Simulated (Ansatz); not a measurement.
**CH₃BClF: how energies converge with the basis set**

One table from this session's results is given with a row withheld; the runs are named, their logs left out.

Computed with Ansatz 0.2.0, Gaussian basis. Level: one geometry, several basis sets.

Plan: PBE0-D4/def2-SVP; ωB97M-V/def2-SVP; PBE0-D4/def2-QZVPP; ωB97M-V/def2-QZVPP; the functionals' def2-TZVPP values are taken from earlier runs.

### The relaxed structure

All runs share one geometry, relaxed beforehand with PBE0-D4 in a triple-zeta def2 set.

SMILES `FCBCl`, 7 atoms, charge 0, spin multiplicity 1.

Atoms are counted from 1 here; the program's logs count them from 0.

Bond lengths: F1–C2 1.379 Å, C2–B3 1.557 Å, C2–H5 1.101 Å, C2–H6 1.101 Å, B3–Cl4 1.731 Å, B3–H7 1.193 Å. Angles: F1–C2–B3 115.8°, F1–C2–H5 108.6°, F1–C2–H6 108.6°, B3–C2–H5 108.9°, B3–C2–H6 108.9°, H5–C2–H6 105.4°, C2–B3–Cl4 122.1°, C2–B3–H7 119.3°, Cl4–B3–H7 118.6°.

As a file:

```xyz
7
CH3BClF
F    -1.41169    0.98064    0.17696
C    -0.07231    0.65340    0.19756
B     0.27768   -0.80073   -0.23395
Cl   -0.93969   -1.93613   -0.71008
H     0.47187    1.35802   -0.44955
H     0.31666    0.82743    1.21234
H     1.41868   -1.15074   -0.23898
```

The first run:

in.yaml reads:

```yaml
crystal:
  periodic: [false, false, false]
  atoms:
    - {symbol: F, position_ang: [-1.411693, 0.980643, 0.176961]}
    - {symbol: C, position_ang: [-0.072312, 0.653403, 0.197557]}
    - {symbol: B, position_ang: [0.277680, -0.800731, -0.233946]}
    - {symbol: Cl, position_ang: [-0.939686, -1.936129, -0.710080]}
    - {symbol: H, position_ang: [0.471867, 1.358023, -0.449549]}
    - {symbol: H, position_ang: [0.316659, 0.827431, 1.212340]}
    - {symbol: H, position_ang: [1.418682, -1.150741, -0.238983]}
basis:
  gaussian: {orbitals: def2-SVP}
hamiltonian: {xc: pbe0, dispersion: d4}
output: {orbitals: {seedname: orbitals}}
```

Command:

```sh
> ansatz run in.yaml --threads 2 --pin off --events-out ev --progress --plain --max-ram 4352MiB
```

Steps of the session up to this table: PBE0-D4 in def2-SVP; ωB97M-V in def2-SVP; PBE0-D4 in def2-QZVPP; ωB97M-V in def2-QZVPP.

One table of the session follows, with a row left open; its other results are not shown here.

```
functional       basis  HOMO (eV)
   PBE0-D4    def2-SVP      -8.49
   PBE0-D4  def2-TZVPP      -8.63
   PBE0-D4  def2-QZVPP          ?
   ωB97M-V    def2-SVP     -10.76
   ωB97M-V  def2-TZVPP     -10.94
   ωB97M-V  def2-QZVPP     -10.97
```

Estimate the missing values for PBE0-D4, def2-QZVPP.

**Answer.** HOMO (eV): -8.66. In the column «HOMO (eV)» it lies between ωB97M-V, def2-SVP (-10.76) and PBE0-D4, def2-TZVPP (-8.63).
